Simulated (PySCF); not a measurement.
# C3H3BF2Se: the cost of one run

The runs use PySCF 2.14.0, with density-fitted response routines of our own; the level of theory stands in each step. All values are computed, except where a source is named. Atoms are numbered from 0 throughout.

### Step 1. Starting geometry

10 atoms, charge 0, multiplicity 1; geometry from: GFN2-xTB. The atoms were then displaced at random by about 0.01 Å, so the start is not that level's minimum.

Bonds of the start (Å): F0–B1 1.32, B1–C2 1.55, C2–C3 1.31, C3–F4 1.34, C3–C5 1.51, C5–Se6 2.00, Se6–C2 1.93, B1–H7 1.17, C5–H8 1.10, C5–H9 1.09.

### Step 2. Optimising the geometry at PBE0-D3(BJ)/def2-SVP

Job settings and geometry (Å):

```
{"job": {"xc": "PBE0", "basis": "def2-SVP", "d3": "d3bj", "grid": 1, "shake": 0.01, "kind": "geom"}, "charge": 0, "multiplicity": 1}
F      2.720240     0.071410    -1.386200
B      1.972610    -0.436260    -0.429380
C      0.499960     0.015950    -0.276980
C     -0.448130    -0.292370     0.568250
F     -0.483160    -1.167120     1.576510
C     -1.665660     0.518010     0.177460
Se    -0.538870     1.303000    -1.275570
H      2.499090    -1.221180     0.265930
H     -1.990960     1.248830     0.937960
H     -2.514690    -0.061200    -0.179050
```

Launch:

```
$ OMP_NUM_THREADS=1 python probes_run.py task.json out
```

This one command runs all jobs of the session in turn.

**Question.** How long does this first job take on 1 thread of Arm Neoverse V1, shared host, and how much memory does it need?

About 61 s, with a peak of 0.51 GiB.
